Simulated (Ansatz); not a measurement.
**CH₅FSSi: taking an electron away**

An exercise on one series of results from a longer session: the logs are not shown, and one member is left open.

Method: unrestricted cation, the program's frozen cores in correlated methods; program: Ansatz 0.2.0, Gaussian basis.

The runs, in order: UKS PBE-D4/def2-TZVPP; UKS r2SCAN-D4/def2-TZVPP; UKS PBE0-D4/def2-TZVPP; UKS B3LYP-D4/def2-TZVPP; UKS wB97X-V/def2-TZVPP; UKS wB97M-V/def2-TZVPP; UKS B2PLYP/def2-TZVPP; UHF-CCSD(T)/def2-TZVPP; UHF-MP2/def2-QZVPP; extrapolation to the limit; then −ε(HOMO) from the neutral's earlier runs with LDA (SPW92), PBE-D4, revPBE-D4, BLYP-D4, r2SCAN-D4, B97M-V, PBE0-D4, B3LYP-D4, r2SCANh-D4, r2SCAN0-D4, HSE06-D4, BHLYP-D4, CAM-B3LYP-D4, LC-ωPBE, ωB97X-V, ωB97M-V.

**The relaxed structure**

The geometry comes from an earlier relaxation with PBE0-D4 in a triple-zeta def2 set; it is a stationary point, not always the lowest conformer.

SMILES `C[SiH](F)S`, 9 atoms, charge 0, spin multiplicity 1.

Atoms are counted from 1 here; the program's logs count them from 0.

Bond lengths: C1–Si2 1.851 Å, C1–H5 1.092 Å, C1–H6 1.093 Å, C1–H7 1.093 Å, Si2–F3 1.602 Å, Si2–S4 2.125 Å, Si2–H8 1.481 Å, S4–H9 1.344 Å. Angles: Si2–C1–H5 110.4°, Si2–C1–H6 110.9°, Si2–C1–H7 110.3°, H5–C1–H6 108.4°, H5–C1–H7 108.7°, H6–C1–H7 108.1°, C1–Si2–F3 107.5°, C1–Si2–S4 112.7°, C1–Si2–H8 113.7°, F3–Si2–S4 110.8°, F3–Si2–H8 107.4°, S4–Si2–H8 104.8°, Si2–S4–H9 94.5°.

Set-up of the first run:

Contents of in.yaml:

```yaml
crystal:
  periodic: [false, false, false]
  atoms:
    - {symbol: C, position_ang: [-0.235463, 0.468409, -1.033024]}
    - {symbol: Si, position_ang: [0.527368, -0.559642, 0.304382]}
    - {symbol: F, position_ang: [1.929778, 0.112451, 0.687620]}
    - {symbol: S, position_ang: [-0.718757, -0.730238, 2.016880]}
    - {symbol: H, position_ang: [-1.176503, 0.025076, -1.364951]}
    - {symbol: H, position_ang: [-0.438589, 1.481577, -0.677812]}
    - {symbol: H, position_ang: [0.439874, 0.537863, -1.889451]}
    - {symbol: H, position_ang: [0.803196, -1.956197, -0.102851]}
    - {symbol: H, position_ang: [-1.042304, 0.574302, 2.042106]}
basis:
  gaussian: {orbitals: def2-TZVPP}
total_charge: 1
magnetization: {spin_polarized: true, initial_magnetization: 1}
hamiltonian: {xc: pbe, dispersion: d4}
```

Command:

```bash
$ ansatz run in.yaml --threads 2 --pin off --events-out ev --progress --plain --max-ram 32768MiB --backend cpu
```

Steps of the session up to this table: Cation, UKS PBE-D4/def2-TZVPP; Cation, UKS r2SCAN-D4/def2-TZVPP; Cation, UKS PBE0-D4/def2-TZVPP; Cation, UKS B3LYP-D4/def2-TZVPP; Cation, UKS wB97X-V/def2-TZVPP; Cation, UKS wB97M-V/def2-TZVPP; Cation, UKS B2PLYP (frozen core)/def2-TZVPP; Cation, UHF-CCSD(T)/def2-TZVPP; Cation, UHF-MP2/def2-QZVPP.

One of the session's tables, all rows but one given; the rest of the session is left out.

Orbital estimates, from the neutral's runs:

| functional | −ε(HOMO) (eV) |
| --- | --- |
| LDA (SPW92) | 6.66 |
| PBE-D4 | 6.53 |
| revPBE-D4 | 6.48 |
| BLYP-D4 | 6.35 |
| r2SCAN-D4 | ? |
| B97M-V | 6.92 |
| PBE0-D4 | 7.79 |
| B3LYP-D4 | 7.52 |
| r2SCANh-D4 | 7.28 |
| r2SCAN0-D4 | 7.98 |
| HSE06-D4 | 7.38 |
| BHLYP-D4 | 8.88 |
| CAM-B3LYP-D4 | 9.12 |
| LC-ωPBE | 10.56 |
| ωB97X-V | 10.18 |
| ωB97M-V | 10.01 |

Q: Estimate the row for r2SCAN-D4 from the others.

Worked estimate for «−ε(HOMO) (eV)». Against the share of exact exchange, r2SCANh-D4 (0.1, 7.28), r2SCAN0-D4 (0.25, 7.98) give a slope of 4.67 per unit share; at 0 the line stands at 6.81.

**Answer.** −ε(HOMO) (eV): 6.82. In «−ε(HOMO) (eV)» the line misses by -0.01.
